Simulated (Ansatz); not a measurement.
# Co: the cost of one run

Program: Ansatz 0.2.0. Level of theory: DFT LDA, scalar-relativistic, plane waves, PAW. These are calculated values, not measurements.

### 1 The starting structure

The structure is trigonal, space group P-3m1 (No. 164). Conventional cell: a = 2.368 Å, b = 2.368 Å, c = 3.820 Å, α = 90.00°, β = 90.00°, γ = 120.00°. Co (site symmetry 3m) has 12 Co at 2.25 to 2.44 Å in its first shell of neighbours.

Coordinates:

```
Co
1.0
     2.36804    0.00000    0.00000
    -1.18402    2.05078    0.00000
     0.00000    0.00000    3.81981
Co
2
Direct
  0.66667 0.33333 0.23469
  0.33333 0.66667 0.76531
```

### 2 Mode 6 frozen in at -0.060 A, equal normal strain along x, y and z -0.0250

Input file input.yaml:

```yaml
crystal:
  lattice:
    - [2.3680406896, 0.0, 0.0]
    - [-1.1840203448, 2.0507833944, 0.0]
    - [0.0, 0.0, 3.8198077364]
  atoms:
    - { symbol: Co, position: [0.6666666667, 0.3333333333, 0.2346850931], spin: 1.72 }
    - { symbol: Co, position: [0.3333333333, 0.6666666667, 0.7653149069], spin: 1.72 }
basis:
  ecutwfc: 520.0
kpoints:
  mp_grid: { grid: [21, 21, 12] }
hamiltonian:
  xc: lda
  pseudopotentials: { kind: paw, azcp: { folder: soft_1 } }
scf:
  occupations: { method: gaussian, width: 0.15 }
output:
  forces: true
  stress: true
  eigenvalues: true
  populations: true
magnetization:
  spin_polarized: true
```

On the command line:

```
$ ansatz run input.yaml --threads 2 --pin off --max-ram 4096MiB --backend cpu --events-out ev --progress --plain --runs-dir out
```

Q: Estimate wall time and peak memory on 2 threads of Arm Neoverse N1, shared host.

About 55 s, with a peak of 0.68 GiB.
